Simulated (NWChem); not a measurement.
# InH2F (SMILES [H][In]([H])[F]) at r2SCAN50/6-31G(d)/LANL2DZ (density fitting with ahlrichs coulomb fitting, core potential, Cartesian functions)

Aim: the vertical electron affinity of InH2F at r2SCAN50/6-31G*/LANL2DZ (density fitting with ahlrichs coulomb fitting, core potential, Cartesian functions), from 2 runs. 

The results are computed with NWChem 7.3.0.

1 further run of the same task is left out (set aside as unsound or not needed).

## (1) The structure to begin with

InH2F: 4 atoms, total charge 0, spin state singlet. SMILES: `[H][In]([H])[F]`. Geometry: a GFN2-xTB relaxation, a rough one for these elements and not checked as a minimum.

Bond lengths: In1–F4 1.946 Å, In1–H2 1.693 Å, In1–H3 1.691 Å. Angles: H2–In1–F4 114.4°, H3–In1–F4 114.5°, H2–In1–H3 131.1°.

## (2) A single-point energy at r2SCAN50/6-31G(d)/LANL2DZ (density fitting with ahlrichs coulomb fitting, core potential, Cartesian functions)

Input file fh2in.nw:

```
start fh2in
memory total 2200 mb
geometry units au noautosym nocenter noautoz
  In   0.13073125   0.22172157  -0.00035905
  H    3.30928839  -0.13940510   0.02566248
  H   -1.68457746   2.85223923  -0.03564023
  F   -1.75544219  -2.93457460   0.01031790
end
basis cartesian
  * library 6-31G* except In
  In library "lanl2dz ecp"
end
ecp
  In library "lanl2dz ecp"
end
basis "cd basis" spherical
  * library "ahlrichs coulomb fitting"
end
dft
  xc hyb_mgga_xc_r2scan50
  grid fine
  maxiter 150
  mulliken
end
task dft energy
```

On the command line:

```
nwchem fh2in.nw > fh2in.out
```

The log of the run:

```text
[...]
          Wavefunction type:  closed shell.
          No. of atoms     :     4
          No. of electrons :    14
[...]
          Charge           :     0
          Spin multiplicity:     1
[...]
          AO basis - number of functions:    27
[...]
              XC Information
              --------------
          Using LibXC version      7.1.2
                     Hartree-Fock (Exact) Exchange  0.500
                              hyb_mgga_xc_r2scan50  1.000
[...]
 d= 0,ls=0.0,diis     1   -102.7735530508 -1.15D+02  3.55D-02  5.29D-01     0.5
[...]
 d= 0,ls=0.0,diis     7   -102.8349915106 -1.78D-08  1.46D-06  1.25D-09     2.0
         Total DFT energy =     -102.834991510646
      One electron energy =     -169.232663661313
           Coulomb energy =       65.709896971646
    Exchange-Corr. energy =      -11.814264049672
 Nuclear repulsion energy =       12.502039228693
[...]
      Total Density - Mulliken Population Analysis
     ---------------------------------------------
    Atom       Charge   Shell Charges
 -----------   ------   -------------------------------------------------------
    1 In   3     1.99   0.25  0.75  0.88  0.11
    2 H    1     1.19   0.47  0.72
    3 H    1     1.19   0.47  0.72
    4 F    9     9.63   1.99  0.94  3.27  0.97  2.38  0.07
[...]
```

Run time: 2.5 s. Hardware: 1 thread of Intel Xeon Platinum 8488C (Sapphire Rapids), shared host; peak memory 0.12 GiB.

## (3) The doublet anion at the same level

Input file input.nw:

```
start input
memory stack 880 mb heap 220 mb global 1100 mb
charge -1

geometry noautosym nocenter
  zmatrix
    In
    H 1 r2
    H 1 r3 2 a3
    F 1 r4 3 a4 2 d4
  variables
    r2 1.692897
    r3 1.691399
    a3 131.09329
    r4 1.945759
    a4 114.52878
    d4 -179.96108
  end
end

basis "ao basis"
  * library 6-31G* except In
  In library "lanl2dz ecp"
end

ecp
  In library "lanl2dz ecp"
end

basis "cd basis" spherical
  * library "ahlrichs coulomb fitting"
end

dft
  xc hyb_mgga_xc_r2scan50
  mult 2
  grid fine
  iterations 150
  mulliken
  noprint "final vectors analysis"
end

task dft energy
```

On the command line:

```
nwchem input.nw > input.out
```

The log of the run:

```text
[...]
          Wavefunction type:  spin polarized.
          No. of atoms     :     4
          No. of electrons :    15
[...]
          Charge           :    -1
          Spin multiplicity:     2
[...]
          AO basis - number of functions:    27
[...]
              XC Information
              --------------
          Using LibXC version      7.1.2
                     Hartree-Fock (Exact) Exchange  0.500
                              hyb_mgga_xc_r2scan50  1.000
[...]
 d= 0,ls=0.0,diis     1   -102.7212014167 -1.15D+02  2.06D-02  3.67D-01     0.6
[...]
 d= 0,ls=0.0,diis     8   -102.8382168383 -2.94D-08  4.12D-06  3.44D-09     4.1
[...]
         Total DFT energy =     -102.838216838328
      One electron energy =     -172.163318807534
           Coulomb energy =       68.837975792568
    Exchange-Corr. energy =      -12.014912948806
 Nuclear repulsion energy =       12.502039125443
[...]
      Total Density - Mulliken Population Analysis
     ---------------------------------------------
    Atom       Charge   Shell Charges
 -----------   ------   -------------------------------------------------------
    1 In   3     2.84   0.24  0.69  1.03  0.88
    2 H    1     1.25   0.46  0.78
    3 H    1     1.25   0.46  0.78
    4 F    9     9.67   1.99  0.94  3.29  0.98  2.41  0.06
[...]
      <S2> =      0.7558 (Exact =     0.7500)
[...]
```

It took 4.8 s on 1 thread of Intel Xeon Platinum 8488C (Sapphire Rapids), shared host; peak memory 0.12 GiB.

## (4) What came out

Level: r2SCAN50/6-31G*/LANL2DZ (density fitting with ahlrichs coulomb fitting, core potential, Cartesian functions).

```
                                         quantity          value
                      singlet InH2F: total energy  -102.83499 Eh
                     singlet InH2F: dipole moment         2.78 D
                       singlet InH2F: HOMO energy      -10.12 eV
                       singlet InH2F: LUMO energy       -1.03 eV
                     singlet InH2F: HOMO–LUMO gap        9.09 eV
                      doublet anion: total energy  -102.83822 Eh
                              doublet anion: ⟨S²⟩          0.756
vertical electron affinity (to the doublet anion)       0.088 eV
```

At fixed nuclei the extra electron is bound by 0.09 eV (8.5 kJ/mol). The basis has no diffuse functions, so the error can be as large as this value.
